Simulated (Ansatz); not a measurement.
## Be₃Ru, space group I4/mmm: a convergence test of the k-point mesh, step by step

Program: the Python package of Ansatz (0.2.0).

At the Python prompt:
```pycon
>>> import ansatz as az
>>> import pandas as pd
>>> structure = (
...     az.Lattice.from_parameters(3.165109, 3.165109, 7.497292, alpha=90, beta=90, gamma=90)
...     .space_group(139, hermann_mauguin="I4/mmm")
...     .atom("Be", [0.0, 0.5, 0.25])
...     .atom("Be", [0.5, 0.5, 0.0])
...     .atom("Ru", [0.0, 0.0, 0.0])
...     .primitive()
... )
>>> base = (
...     structure.calculation()
...     .occupations("fermi_dirac")
...     .basis(550)
...     .functional("r2scan")
... )
>>> rows = []
>>> for value in [0.9, 0.7, 0.55, 0.45, 0.35]:
...     report = base.kpoints(spacing=value).run(threads=1).report
...     rows.append((value, report["free_energy_ev"] / len(report["lattice"]["sites"]), report["n_iterations"], report["n_kpoints"]))
...
>>> table = pd.DataFrame(rows, columns=["spacing (1/A)", "F/atom (eV)", "iterations", "k-points"])
>>> table.round(5)
   spacing (1/A)  F/atom (eV)  iterations  k-points
0           0.90  -1543.01160           8        13
1           0.70  -1543.04323           8        18
2           0.55  -1543.02952           7        30
3           0.45  -1543.03527           7        40
4           0.35  -1543.03429           7        75
>>> # differences from the last row
>>> for row in rows[:-1]:
...     shift = 1000 * (row[1] - rows[-1][1])
...     print(f"{row[0]}: {shift:+.2f} meV/atom" + ("  (within 5 meV)" if abs(shift) < 5 else ""))
...
0.9: +22.69 meV/atom
0.7: -8.95 meV/atom
0.55: +4.77 meV/atom  (within 5 meV)
0.45: -0.98 meV/atom  (within 5 meV)
```

From a spacing of 0.55 (6×6×6) on it stays within 5 meV an atom of the value at a spacing of 0.35 (9×9×9); the first row (a spacing of 0.9 (4×4×4)) is off by 22.7 meV and the last but one by 0.98 meV. This holds for F at a smearing of 0.1 eV; a narrower one needs a denser mesh. It goes up and down, since the sum over k-points isn't variational. The last run costs about 2.2 times the first.

What to keep in mind:
- No spin polarisation was allowed.
- This cell is a computed structure, which may not be the phase found in nature.
- Shifts are counted from the finest mesh, which is itself no proven limit.
- Wall time of the script: 18 s on 1 thread of Intel(R) Xeon(R) Processor @ 2.30GHz (shared host), peak memory 0.72 GiB.
